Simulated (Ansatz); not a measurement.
# GeH4O + NH3: a complex and its separated parts

The complex below is one end of an elementary step. How strongly is it bound against its free parts?

Program: Ansatz 0.2.0, Gaussian basis. Level of theory: PBE0-D4/def2-TZVP structures, single points in def2-TZVPP, no counterpoise correction. These are calculated values, not measurements.

Levels: SPW92, PBE-D4, BLYP-D4, r2SCAN-D4, B97M-V, PBE0-D4, B3LYP-D4, r2SCAN0-D4, BHLYP-D4, CAM-B3LYP-D4, wB97X-V, wB97M-V, B2PLYP, PBE-QIDH, RPA on PBE, Hartree-Fock, MP2, CCSD, CCSD(T).

Cores are frozen in the correlated methods. Filled d shells of the heavier atoms are correlated. B3LYP uses VWN-RPA correlation. B2PLYP carries no dispersion term here.

21 further runs of the same task are left out: 21 set aside as unsound or not needed.

## Step 1: Where the work starts

The complex: 10 atoms, charge 0, spin multiplicity 1.

Atoms are counted from 1 here; the program's logs count them from 0.

Bond lengths: Ge1–O2 1.798 Å, Ge1–H3 1.531 Å, Ge1–H4 1.550 Å, Ge1–H5 1.532 Å, O2–H8 0.959 Å, H6–N7 1.014 Å, N7–H9 1.012 Å, N7–H10 1.012 Å. Angles: O2–Ge1–H3 109.7°, O2–Ge1–H4 105.0°, O2–Ge1–H5 109.7°, H3–Ge1–H4 109.5°, H3–Ge1–H5 113.1°, H4–Ge1–H5 109.5°, Ge1–O2–H8 110.7°, H6–N7–H9 107.9°, H6–N7–H10 108.0°, H9–N7–H10 107.6°.

Geometry (Å):

```mol
GeH7NO
  3D, bonds by distance, orders not assigned

 10  8  0  0  0  0  0  0  0  0999 V2000
   -0.8819    0.7600   -0.6901 Ge  0  0
   -0.6137    0.7437    1.0875 O   0  0
   -1.3719   -0.6156   -1.1513 H   0  0
   -1.9994    1.8103   -0.9175 H   0  0
    0.3966    1.2123   -1.4018 H   0  0
    0.9747   -0.7919    1.0440 H   0  0
    1.2793   -1.2164    0.1747 N   0  0
   -1.1934    1.3703    1.5237 H   0  0
    1.1352   -2.2154    0.2489 H   0  0
    2.2743   -1.0574    0.0818 H   0  0
  1  2  8  0
  1  3  8  0
  1  4  8  0
  1  5  8  0
  2  8  8  0
  6  7  8  0
  7  9  8  0
  7 10  8  0
M  END
```

Its parts: GeH4O holds atoms 1, 2, 3, 4, 5, 8; NH3 holds atoms 6, 7, 9, 10. Each part counts its atoms afresh in its own runs.

## Step 2: Relaxing GeH4O alone

relax-a/in.yaml reads:

```yaml
crystal:
  periodic: [false, false, false]
  atoms:
    - {symbol: Ge, position_ang: [-0.881850, 0.760039, -0.690056]}
    - {symbol: O, position_ang: [-0.613651, 0.743701, 1.087532]}
    - {symbol: H, position_ang: [-1.371887, -0.615647, -1.151312]}
    - {symbol: H, position_ang: [-1.999392, 1.810343, -0.917530]}
    - {symbol: H, position_ang: [0.396634, 1.212251, -1.401764]}
    - {symbol: H, position_ang: [-1.193358, 1.370330, 1.523683]}
basis:
  gaussian: {orbitals: def2-TZVP}
hamiltonian: {xc: pbe0, dispersion: d4}
relax: {f_tol: 0.005, max_steps: 200}
```

No record of the launch command was kept for these runs.

Log, cut to the lines that bear on the results:

```text
Functional definition: PBE0
  name "PBE0"
  cite "Adamo & Barone, J. Chem. Phys. 110, 6158 (1999) doi:10.1063/1.478522"
  cite "Perdew, Burke & Ernzerhof, Phys. Rev. Lett. 77, 3865 (1996) doi:10.1103/PhysRevLett.77.3865"
  parent pbe
[...]
728 factors; their error is unknown
[...]
mean field -58622.14711109 eV, -2154.3241708139 hartree, gradient 3.7e-5 eV, S^2 0.000000; 0 other end points of the search recorded, 0 dependent functions left out
[...]
reference -58622.14713607 eV, -2154.3241717322 hartree; 22, 22 occupied and 81, 81 virtual orbitals, 728 factors
relax step   1: F+E_penalty+E_count = -58622.20198107 eV  Δ(F+E_penalty+E_count) = +0.000e0 eV  max|allowed force component| = 4.579e-1 eV/Å  Δτ_max = 0.0000 Å  (23 SCF iters, accepted)
[...]
relax step   6: F+E_penalty+E_count = -58622.22431760 eV  Δ(F+E_penalty+E_count) = -7.176e-5 eV  max|allowed force component| = 1.125e-2 eV/Å  Δτ_max = 0.0043 Å  (29 SCF iters, accepted)
[...]
relax step  11: F+E_penalty+E_count = -58622.22442772 eV  Δ(F+E_penalty+E_count) = +1.843e-4 eV  max|allowed force component| = 3.574e-1 eV/Å  Δτ_max = 0.0513 Å  (28 SCF iters, rejected (line search))
[...]
relax step  16: F+E_penalty+E_count = -58622.23454252 eV  Δ(F+E_penalty+E_count) = -4.959e-3 eV  max|allowed force component| = 7.617e-2 eV/Å  Δτ_max = 0.0750 Å  (28 SCF iters, accepted)
[...]
relax step  21: F+E_penalty+E_count = -58622.24062000 eV  Δ(F+E_penalty+E_count) = -2.061e-5 eV  max|allowed force component| = 5.492e-2 eV/Å  Δτ_max = 0.0189 Å  (28 SCF iters, accepted)
[...]
relax step  22: F+E_penalty+E_count = -58622.24066694 eV  Δ(F+E_penalty+E_count) = -4.694e-5 eV  max|allowed force component| = 8.604e-4 eV/Å  Δτ_max = 0.0011 Å  (22 SCF iters, accepted)
728 factors; their error is unknown
[...]
mean field -58622.18579129 eV, -2154.3255922852 hartree, gradient 1.3e-5 eV, S^2 0.000000; 1 other end points of the search recorded, 0 dependent functions left out
[...]
reference -58622.18581680 eV, -2154.3255932226 hartree; 22, 22 occupied and 81, 81 virtual orbitals, 728 factors
Total energy: -58622.24069245 eV, -2154.3276098656 hartree
Atom 0 at    -0.984471     0.781714    -0.685330 Å, force     0.000279     0.000860     0.000055 eV/Å
Atom 1 at    -0.927044     0.622637     1.089530 Å, force    -0.000173    -0.000057     0.000351 eV/Å
Atom 2 at    -1.286960    -0.634165    -1.182445 Å, force     0.000051    -0.000579    -0.000618 eV/Å
Atom 3 at    -2.095933     1.770041    -1.088720 Å, force     0.000039    -0.000140     0.000270 eV/Å
Atom 4 at     0.373241     1.285950    -1.211889 Å, force    -0.000295    -0.000355     0.000118 eV/Å
Atom 5 at    -0.742338     1.454840     1.529407 Å, force     0.000098     0.000270    -0.000176 eV/Å
Dipole moment:     0.047934     0.277475    -0.126894 e Å
```

Wall time 16 s (4 threads, shared host); peak memory 0.17 GiB.

Along the way: (the energy doesn't fall at every step)

| step | energy from step 1 (eV) | largest force component (eV/Å) |
| --- | --- | --- |
| 1 | 0.0000 | 0.4579 |
| 2 | -0.0170 | 0.1821 |
| 3 | -0.0212 | 0.1571 |
| 4 | -0.0218 | 0.0873 |
| 5 | -0.0223 | 0.0140 |
| 6 | -0.0223 | 0.0112 |
| 7 | -0.0223 | 0.0024 |
| 8 | -0.0223 | 0.0014 |
| 9 | -0.0224 | 0.0861 |
| 10 | -0.0226 | 0.1051 |
| 11 | -0.0224 | 0.3574 |
| 12 | -0.0237 | 0.0824 |
| 13 | -0.0196 | 0.7734 |
| 14 | -0.0259 | 0.0593 |
| 15 | -0.0276 | 0.2475 |
| 16 | -0.0326 | 0.0762 |
| 17 | -0.0365 | 0.0942 |
| 18 | -0.0185 | 0.6698 |
| 19 | -0.0381 | 0.0416 |
| 20 | -0.0386 | 0.0032 |
| 21 | -0.0386 | 0.0549 |
| 22 | -0.0387 | 0.0009 |

Distances of close pairs at the start and the end, largest changes first:

| bond | before (Å) | after (Å) | change (Å) |
| --- | --- | --- | --- |
| Ge1–O2 | 1.798 | 1.783 | -0.015 |
| Ge1–H5 | 1.532 | 1.541 | +0.010 |
| Ge1–H4 | 1.550 | 1.541 | -0.009 |
| Ge1–H3 | 1.531 | 1.531 | -0.001 |
| O2–H6 | 0.959 | 0.959 | +0.001 |

## Step 3: Relaxing NH3 alone

relax-b/in.yaml reads:

```yaml
crystal:
  periodic: [false, false, false]
  atoms:
    - {symbol: H, position_ang: [0.974662, -0.791904, 1.043956]}
    - {symbol: N, position_ang: [1.279277, -1.216447, 0.174679]}
    - {symbol: H, position_ang: [1.135220, -2.215371, 0.248927]}
    - {symbol: H, position_ang: [2.274345, -1.057394, 0.081785]}
basis:
  gaussian: {orbitals: def2-TZVP}
hamiltonian: {xc: pbe0, dispersion: d4}
relax: {f_tol: 0.005, max_steps: 200}
```

Log, cut to the lines that bear on the results:

```text
[... 5 set-up lines as earlier in the session ...]
[...]
287 factors; their error is unknown
[...]
mean field -1537.79836258 eV, -56.5130474676 hartree, gradient 6.5e-5 eV, S^2 0.000000; 0 other end points of the search recorded, 0 dependent functions left out
[...]
reference -1537.79837892 eV, -56.5130480683 hartree; 5, 5 occupied and 44, 44 virtual orbitals, 287 factors
relax step   1: F+E_penalty+E_count = -1537.80746711 eV  Δ(F+E_penalty+E_count) = +0.000e0 eV  max|allowed force component| = 7.879e-2 eV/Å  Δτ_max = 0.0000 Å  (21 SCF iters, accepted)
[...]
relax step   3: F+E_penalty+E_count = -1537.80825659 eV  Δ(F+E_penalty+E_count) = -8.283e-5 eV  max|allowed force component| = 6.830e-2 eV/Å  Δτ_max = 0.0071 Å  (25 SCF iters, accepted)
[...]
relax step   4: F+E_penalty+E_count = -1537.80842724 eV  Δ(F+E_penalty+E_count) = -1.707e-4 eV  max|allowed force component| = 8.205e-4 eV/Å  Δτ_max = 0.0021 Å  (25 SCF iters, accepted)
287 factors; their error is unknown
mean field -1537.79931146 eV, -56.5130823385 hartree, gradient 8.6e-6 eV, S^2 0.000000; 1 other end points of the search recorded, 0 dependent functions left out
[...]
reference -1537.79932774 eV, -56.5130829367 hartree; 5, 5 occupied and 44, 44 virtual orbitals, 287 factors
Total energy: -1537.80844352 eV, -56.5134179354 hartree
Atom 0 at     0.979666    -0.796857     1.042118 Å, force     0.000263    -0.000196     0.000006 eV/Å
Atom 1 at     1.275125    -1.213491     0.167808 Å, force     0.000448    -0.000726    -0.000471 eV/Å
Atom 2 at     1.136349    -2.212900     0.252972 Å, force    -0.000040     0.000821     0.000159 eV/Å
Atom 3 at     2.272364    -1.057867     0.086449 Å, force    -0.000671     0.000101     0.000306 eV/Å
Dipole moment:     0.176111    -0.133611     0.274695 e Å
```

It took 0.7 s on 4 threads, shared host.

The steps of the relaxation:

| step | energy from step 1 (eV) | largest force component (eV/Å) |
| --- | --- | --- |
| 1 | 0.0000 | 0.0788 |
| 2 | -0.0007 | 0.0488 |
| 3 | -0.0008 | 0.0683 |
| 4 | -0.0010 | 0.0008 |

Distances of close pairs at the start and the end, largest changes first:

| bond | before (Å) | after (Å) | change (Å) |
| --- | --- | --- | --- |
| H1–N2 | 1.014 | 1.013 | -0.002 |
| N2–H4 | 1.012 | 1.013 | +0.001 |
| N2–H3 | 1.012 | 1.013 | +0.001 |

## Step 4: wB97M-V/def2-TZVPP

parta/in.yaml reads:

```yaml
crystal:
  periodic: [false, false, false]
  atoms:
    - {symbol: Ge, position_ang: [-0.984471, 0.781714, -0.685330]}
    - {symbol: O, position_ang: [-0.927044, 0.622637, 1.089530]}
    - {symbol: H, position_ang: [-1.286960, -0.634165, -1.182445]}
    - {symbol: H, position_ang: [-2.095933, 1.770041, -1.088720]}
    - {symbol: H, position_ang: [0.373241, 1.285950, -1.211889]}
    - {symbol: H, position_ang: [-0.742338, 1.454840, 1.529407]}
basis:
  gaussian: {orbitals: def2-TZVPP}
hamiltonian: {xc: {name: wB97M-V}}
```

partb/in.yaml reads:

```yaml
crystal:
  periodic: [false, false, false]
  atoms:
    - {symbol: H, position_ang: [0.979666, -0.796857, 1.042118]}
    - {symbol: N, position_ang: [1.275125, -1.213491, 0.167808]}
    - {symbol: H, position_ang: [1.136349, -2.212900, 0.252972]}
    - {symbol: H, position_ang: [2.272364, -1.057867, 0.086449]}
basis:
  gaussian: {orbitals: def2-TZVPP}
hamiltonian: {xc: {name: wB97M-V}}
```

parta printed, cut to the lines that bear on the results:

```text
Functional definition: wB97M-V
  name "wB97M-V"
  cite "Mardirossian & Head-Gordon, J. Chem. Phys. 144, 214110 (2016) doi:10.1063/1.4952647"
  cite "Becke, J. Chem. Phys. 107, 8554 (1997) doi:10.1063/1.475007"
  cite "Vydrov & Van Voorhis, J. Chem. Phys. 133, 244103 (2010) doi:10.1063/1.3521275"
  # Of w^i u^j: cxij and so on, Table III.
[...]
  gx(w, u) = 1 - cx + cx01*u + cx10*w
  gss(w, u) = css00 + css04*u^4 + css10*w + css20*w^2 + css43*w^4*u^3
  gos(w, u) = cos00 + cos10*w + (cos20 + cos21*u)*w^2 + (cos60 + cos61*u)*w^6
[...]
      + integral(e_c_pw_mod_opposite_spin*gos(b97_w_opposite, b97_u_opposite)) + vv10(b, c)
773 factors; their error is unknown
175 factors; integrals over basis functions are off by at most 5.8e-6 eV
[...]
mean field -58627.54741157 eV, -2154.5226281964 hartree, gradient 1.5e-5 eV, S^2 0.000000; 0 other end points of the search recorded, 0 dependent functions left out
reference -58627.54745036 eV, -2154.5226296217 hartree; 22, 22 occupied and 113, 113 virtual orbitals, 773 factors
Total energy: -58627.54745036 eV, -2154.5226296217 hartree
```

Log of partb, cut to the lines that bear on the results:

```text
[... 5 set-up lines as earlier in the session ...]
  # Of w^i u^j: cxij and so on, Table III.
[...]
  gx(w, u) = 1 - cx + cx01*u + cx10*w
  gss(w, u) = css00 + css04*u^4 + css10*w + css20*w^2 + css43*w^4*u^3
  gos(w, u) = cos00 + cos10*w + (cos20 + cos21*u)*w^2 + (cos60 + cos61*u)*w^6
[...]
      + integral(e_c_pw_mod_opposite_spin*gos(b97_w_opposite, b97_u_opposite)) + vv10(b, c)
332 factors; their error is unknown
93 factors; integrals over basis functions are off by at most 7.8e-6 eV
[...]
mean field -1538.84210810 eV, -56.5514044081 hartree, gradient 5.5e-5 eV, S^2 0.000000; 0 other end points of the search recorded, 0 dependent functions left out
reference -1538.84213497 eV, -56.5514053956 hartree; 5, 5 occupied and 68, 68 virtual orbitals, 332 factors
Total energy: -1538.84213497 eV, -56.5514053956 hartree
```

Wall times: 2.3 s (parta), 0.5 s (partb) on 4 threads, shared host; peak memory 0.29 GiB.

## Step 5: CCSD(T)/def2-TZVPP

Each input of step 4 (parta, partb) changes in the same lines:

```diff
-hamiltonian: {xc: {name: wB97M-V}}
+correlation: {method: ccsd_t}
```

Log of parta, cut to the lines that bear on the results:

```text
Functional definition: HF
  name "HF"
  cite "Fock, Z. Phys. 61, 126 (1930) doi:10.1007/BF01340294"
[... 1 set-up line as earlier in the session ...]
[...]
824 factors; integrals over basis functions are off by at most 9.0e-4 eV
[...]
mean field -58575.39126999 eV, -2152.6059253458 hartree, gradient 1.3e-6 eV, S^2 0.000000; 0 other end points of the search recorded, 0 dependent functions left out
10 core orbitals not correlated: weight in the atoms' cores, before any rotation towards them, 1.000 or more for the frozen orbitals, at most 0.000 for the correlated occupied ones
reference -58575.39126999 eV, -2152.6059253458 hartree; 12, 12 occupied and 113, 113 virtual orbitals, 824 factors
second order -13.94063750 eV of doubles, -0.00000000 eV of singles
cycle   1  -13.85154187 eV  change    8.9e-2 eV  update   8.7e-2
[...]
cycle   9  -14.34460168 eV  change   -1.0e-5 eV  update   1.5e-5
perturbative correction -0.46887409 eV, -0.0172308048 hartree
Total energy: -58590.20474575 eV, -2153.1503105393 hartree
```

partb printed, cut to the lines that bear on the results:

```text
[... 4 set-up lines as earlier in the session ...]
[...]
416 factors; integrals over basis functions are off by at most 1.3e-3 eV
[...]
mean field -1529.85249595 eV, -56.2210422549 hartree, gradient 4.0e-6 eV, S^2 0.000000; 0 other end points of the search recorded, 0 dependent functions left out
1 core orbitals not correlated: weight in the atoms' cores, before any rotation towards them, 1.000 or more for the frozen orbitals, at most 0.000 for the correlated occupied ones
reference -1529.85249595 eV, -56.2210422549 hartree; 4, 4 occupied and 68, 68 virtual orbitals, 416 factors
second order -6.38829072 eV of doubles, -0.00000000 eV of singles
cycle   1  -6.57734358 eV  change   -1.9e-1 eV  update   3.9e-2
[...]
cycle   9  -6.72923849 eV  change    3.2e-6 eV  update   2.3e-6
perturbative correction -0.20702075 eV, -0.0076078722 hartree
Total energy: -1536.78875519 eV, -56.4759450804 hartree
```

Times: 7.5 s (parta), 0.3 s (partb) on 4 threads, shared host; peak memory 0.73 GiB.

## Step 6: Vibrations of GeH4O

vib-parta/in.yaml reads:

```yaml
crystal:
  periodic: [false, false, false]
  atoms:
    - {symbol: Ge, position_ang: [-0.984471, 0.781714, -0.685330]}
    - {symbol: O, position_ang: [-0.927044, 0.622637, 1.089530]}
    - {symbol: H, position_ang: [-1.286960, -0.634165, -1.182445]}
    - {symbol: H, position_ang: [-2.095933, 1.770041, -1.088720]}
    - {symbol: H, position_ang: [0.373241, 1.285950, -1.211889]}
    - {symbol: H, position_ang: [-0.742338, 1.454840, 1.529407]}
basis:
  gaussian: {orbitals: def2-TZVP}
hamiltonian: {xc: pbe0, dispersion: d4}
phonons: {temperatures: {t_min: 298.15, t_max: 900, t_step: 200}}
```

Log, cut to the lines that bear on the results:

```text
[... 5 set-up lines as earlier in the session ...]
[...]
728 factors; their error is unknown
[...]
mean field -58622.18578812 eV, -2154.3255921688 hartree, gradient 3.5e-5 eV, S^2 0.000000; 0 other end points of the search recorded, 0 dependent functions left out
[...]
reference -58622.18581351 eV, -2154.3255931016 hartree; 22, 22 occupied and 81, 81 virtual orbitals, 728 factors
[... from here to the last solve, the lines of the solves are left out (35 solves) ...]
728 factors; their error is unknown
mean field -58622.18574373 eV, -2154.3255905374 hartree, gradient 1.8e-6 eV, S^2 0.000000; 0 other end points of the search recorded, 0 dependent functions left out
[...]
reference -58622.18576910 eV, -2154.3255914699 hartree; 22, 22 occupied and 81, 81 virtual orbitals, 728 factors
Total energy: -58622.24068916 eV, -2154.3276097446 hartree
Atom 0 at    -0.984471     0.781714    -0.685330 Å, force     0.000329     0.000898     0.000007 eV/Å
Atom 1 at    -0.927044     0.622637     1.089530 Å, force    -0.000163    -0.000059     0.000360 eV/Å
Atom 2 at    -1.286960    -0.634165    -1.182445 Å, force     0.000034    -0.000617    -0.000606 eV/Å
Atom 3 at    -2.095933     1.770041    -1.088720 Å, force     0.000006    -0.000125     0.000287 eV/Å
Atom 4 at     0.373241     1.285950    -1.211889 Å, force    -0.000294    -0.000362     0.000151 eV/Å
Atom 5 at    -0.742338     1.454840     1.529407 Å, force     0.000089     0.000264    -0.000198 eV/Å
Dipole moment:     0.047934     0.277474    -0.126895 e Å
Vibrations: 173.36 614.03 630.99 706.11 867.91 870.79 887.71 945.54 2139.87 2143.00 2196.02 3902.85 cm⁻¹, zero-point energy 0.996720 eV
```

It took 17 s on 4 threads, shared host; peak memory 0.17 GiB.

Wavenumbers and character of the modes:

| mode | wavenumber (cm⁻¹) | character |
| --- | --- | --- |
| 1 | 173 | torsion |
| 2 | 614 | bend |
| 3 | 631 | bend |
| 4 | 706 | Ge–O stretch |
| 5 | 868 | bend |
| 6 | 871 | bend |
| 7 | 888 | bend |
| 8 | 946 | bend |
| 9 | 2140 | Ge–H stretch |
| 10 | 2143 | Ge–H stretch |
| 11 | 2196 | Ge–H stretch |
| 12 | 3903 | O–H stretch |

Vibrational sums (real modes only):

| T (K) | entropy (J/mol/K) | heat capacity (J/mol/K) |
| --- | --- | --- |
| 298 | 17.2 | 28.1 |
| 498 | 36.8 | 48.4 |
| 698 | 55.3 | 61.1 |
| 898 | 71.8 | 69.8 |

## Step 7: Vibrations of NH3

vib-partb/in.yaml reads:

```yaml
crystal:
  periodic: [false, false, false]
  atoms:
    - {symbol: H, position_ang: [0.979666, -0.796857, 1.042118]}
    - {symbol: N, position_ang: [1.275125, -1.213491, 0.167808]}
    - {symbol: H, position_ang: [1.136349, -2.212900, 0.252972]}
    - {symbol: H, position_ang: [2.272364, -1.057867, 0.086449]}
basis:
  gaussian: {orbitals: def2-TZVP}
hamiltonian: {xc: pbe0, dispersion: d4}
phonons: {temperatures: {t_min: 298.15, t_max: 900, t_step: 200}}
```

Log, cut to the lines that bear on the results:

```text
[... 5 set-up lines as earlier in the session ...]
[...]
287 factors; their error is unknown
[...]
mean field -1537.79931146 eV, -56.5130823384 hartree, gradient 1.6e-5 eV, S^2 0.000000; 0 other end points of the search recorded, 0 dependent functions left out
[...]
reference -1537.79932774 eV, -56.5130829367 hartree; 5, 5 occupied and 44, 44 virtual orbitals, 287 factors
[... from here to the last solve, the lines of the solves are left out (23 solves) ...]
287 factors; their error is unknown
mean field -1537.79930056 eV, -56.5130819379 hartree, gradient 1.4e-6 eV, S^2 0.000000; 0 other end points of the search recorded, 0 dependent functions left out
[...]
reference -1537.79931685 eV, -56.5130825363 hartree; 5, 5 occupied and 44, 44 virtual orbitals, 287 factors
Total energy: -1537.80844352 eV, -56.5134179353 hartree
Atom 0 at     0.979666    -0.796857     1.042118 Å, force     0.000271    -0.000207    -0.000019 eV/Å
Atom 1 at     1.275125    -1.213491     0.167808 Å, force     0.000429    -0.000706    -0.000446 eV/Å
Atom 2 at     1.136349    -2.212900     0.252972 Å, force    -0.000038     0.000814     0.000160 eV/Å
Atom 3 at     2.272364    -1.057867     0.086449 Å, force    -0.000663     0.000100     0.000305 eV/Å
Dipole moment:     0.176111    -0.133611     0.274694 e Å
Vibrations: 1030.94 1669.55 1669.61 3502.21 3631.27 3631.39 cm⁻¹, zero-point energy 0.938249 eV
```

Wall time 2.2 s (4 threads, shared host).

Wavenumbers and character of the modes:

| mode | wavenumber (cm⁻¹) | character |
| --- | --- | --- |
| 1 | 1031 | bend |
| 2 | 1670 | bend |
| 3 | 1670 | bend |
| 4 | 3502 | N–H stretch |
| 5 | 3631 | N–H stretch |
| 6 | 3631 | N–H stretch |

Vibrational sums (real modes only):

| T (K) | entropy (J/mol/K) | heat capacity (J/mol/K) |
| --- | --- | --- |
| 298 | 0.4 | 1.8 |
| 498 | 2.6 | 7.4 |
| 698 | 6.0 | 13.4 |
| 898 | 10.0 | 18.8 |

## Step 8: Complex less separated parts

The complex's own energies come from single points at the same levels. Levels not printed above were run the same way.

Rows are in def2-TZVPP; times add the 3 runs of a level on a shared host, so small differences are noise.

Differences are taken before rounding.

| method | rung | complex less parts (kJ/mol) | from CCSD(T) (kJ/mol) | time |
| --- | --- | --- | --- | --- |
| SPW92 | LDA | -30.7 | -13.5 | 1.4 s |
| PBE-D4 | GGA | -19.5 | -2.2 | 1.9 s |
| BLYP-D4 | GGA | -18.2 | -1.0 | 2.2 s |
| r2SCAN-D4 | meta-GGA | -18.3 | -1.1 | 4.3 s |
| B97M-V | meta-GGA | -19.1 | -1.9 | 8.5 s |
| PBE0-D4 | hybrid | -18.6 | -1.4 | 2.7 s |
| B3LYP-D4 | hybrid | -18.3 | -1.1 | 2.9 s |
| r2SCAN0-D4 | hybrid | -18.5 | -1.3 | 4.8 s |
| BHLYP-D4 | hybrid | -19.3 | -2.1 | 2.7 s |
| CAM-B3LYP-D4 | range-separated hybrid | -19.1 | -1.9 | 3.3 s |
| wB97X-V | range-separated hybrid | -18.3 | -1.1 | 7.4 s |
| wB97M-V | range-separated hybrid | -19.8 | -2.6 | 8.8 s |
| B2PLYP | double hybrid | -13.2 | +4.0 | 4.6 s |
| PBE-QIDH | double hybrid | -16.1 | +1.1 | 4.8 s |
| RPA on PBE | RPA | -14.2 | +3.0 | 5.1 s |
| Hartree-Fock | wavefunction | -4.5 | +12.7 |  |
| MP2 | wavefunction | -17.7 | -0.5 |  |
| CCSD | wavefunction | -15.4 | +1.8 |  |
| CCSD(T) | wavefunction | -17.2 | 0 | 86 s |

Among the levels timed on like hardware and quicker than the yardstick, those that no quicker one beats, quickest first: SPW92 (1.4 s, -13.5 kJ/mol); PBE-D4 (1.9 s, -2.2 kJ/mol); BLYP-D4 (2.2 s, -1.0 kJ/mol).

BLYP-D4 reaches 1.0 kJ/mol from the reference in 2.2 s, where CCSD(T) took 86 s; the quickest level in the cost chart, SPW92, takes 1.4 s and misses by 13.5 kJ/mol.

The complex's zero-point energy, from a separate PBE0-D4 run, is 2.002 eV.

## Step 9: Results

| quantity | value |
| --- | --- |
| complex less parts, CCSD(T)/def2-TZVPP | -17.2 kJ/mol |
| with zero-point energy | -10.7 kJ/mol |
| largest T1 diagnostic | 0.011 |

**Reading.** At CCSD(T) the complex lies 17.2 kJ/mol below its parts. Among the functionals BLYP-D4 lands nearest to CCSD(T) (-1.0 kJ/mol) and SPW92 farthest (-13.5 kJ/mol). By rung, the mean size of the error is: LDA 13.5, GGA 1.6, meta-GGA 1.5, hybrid 1.5, range-separated hybrid 1.8, double hybrid 2.5 kJ/mol. PBE-D4 gives a relative energy 2.2 kJ/mol too low, inside chemical accuracy (1 kcal/mol, 4.2 kJ/mol). No counterpoise was applied, and triple zeta lacks some correlation, so the CCSD(T) reference has a basis error of its own, and close matches with it are partly luck.
